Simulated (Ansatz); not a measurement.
# B₂H₅NOSi: basis-set convergence

Aim: see how fast density functionals converge with the basis set for B₂H₅NOSi.

The runs use Ansatz 0.2.0, Gaussian basis; one geometry, several basis sets.

Plan: PBE0-D4/def2-SVP; ωB97M-V/def2-SVP; PBE0-D4/def2-QZVPP; ωB97M-V/def2-QZVPP; the functionals' def2-TZVPP values are taken from earlier runs.

## Step 1: Structure used throughout

The geometry comes from an earlier relaxation with PBE0-D4 in a triple-zeta def2 set; it is a stationary point, not always the lowest conformer.

10 atoms, charge 0, spin multiplicity 1.

Atoms are counted from 1 here; the program's logs count them from 0.

Bond lengths: B1–B2 1.683 Å, B1–H6 1.198 Å, B1–H7 1.198 Å, B2–N3 1.436 Å, B2–O5 1.416 Å, N3–Si4 1.724 Å, N3–H8 1.001 Å, Si4–O5 1.673 Å, Si4–H9 1.483 Å, Si4–H10 1.483 Å. Angles: B2–B1–H6 121.9°, B2–B1–H7 121.9°, H6–B1–H7 116.3°, B1–B2–N3 132.2°, B1–B2–O5 124.2°, N3–B2–O5 103.6°, B2–N3–Si4 85.6°, B2–N3–H8 132.6°, Si4–N3–H8 141.9°, N3–Si4–O5 82.6°, N3–Si4–H9 117.2°, N3–Si4–H10 117.2°, O5–Si4–H9 114.2°, O5–Si4–H10 114.2°, H9–Si4–H10 109.5°, B2–O5–Si4 88.2°.

## Step 2: PBE0-D4 in def2-SVP

in.yaml

```yaml
crystal:
  periodic: [false, false, false]
  atoms:
    - {symbol: B, position_ang: [-1.027072, 0.944858, -1.602663]}
    - {symbol: B, position_ang: [-0.135404, 0.234964, -0.364888]}
    - {symbol: N, position_ang: [-0.501952, -0.659672, 0.697455]}
    - {symbol: Si, position_ang: [1.159627, -0.586149, 1.153046]}
    - {symbol: O, position_ang: [1.252158, 0.435511, -0.168308]}
    - {symbol: H, position_ang: [-1.565060, 2.006440, -1.466339]}
    - {symbol: H, position_ang: [-1.160619, 0.416041, -2.669208]}
    - {symbol: H, position_ang: [-1.372566, -1.076867, 0.960710]}
    - {symbol: H, position_ang: [1.478704, 0.064136, 2.447592]}
    - {symbol: H, position_ang: [1.955282, -1.830563, 1.015504]}
basis:
  gaussian: {orbitals: def2-SVP}
hamiltonian: {xc: pbe0, dispersion: d4}
output: {orbitals: {seedname: orbitals}}
```

Launch:

```bash
ansatz run in.yaml --threads 2 --pin off --events-out ev --progress --plain --max-ram 4352MiB
```

Further steps of the session: ωB97M-V in def2-SVP; PBE0-D4 in def2-QZVPP; ωB97M-V in def2-QZVPP.

Q: Predict the results of all the runs planned. Wanted: PBE0-D4: double and triple zeta above quadruple; ωB97M-V: double and triple zeta above quadruple.

**Answer**, as computed:

| quantity | value |
| --- | --- |
| PBE0-D4: double and triple zeta above quadruple | 9.30, 0.58 eV |
| ωB97M-V: double and triple zeta above quadruple | 9.47, 0.54 eV |

What this shows: For PBE0-D4 the step from double to triple zeta gains 8.72 eV and the next only 0.58 eV. These are total energies; as a rule much of such shifts cancels in differences, which this series doesn't test.
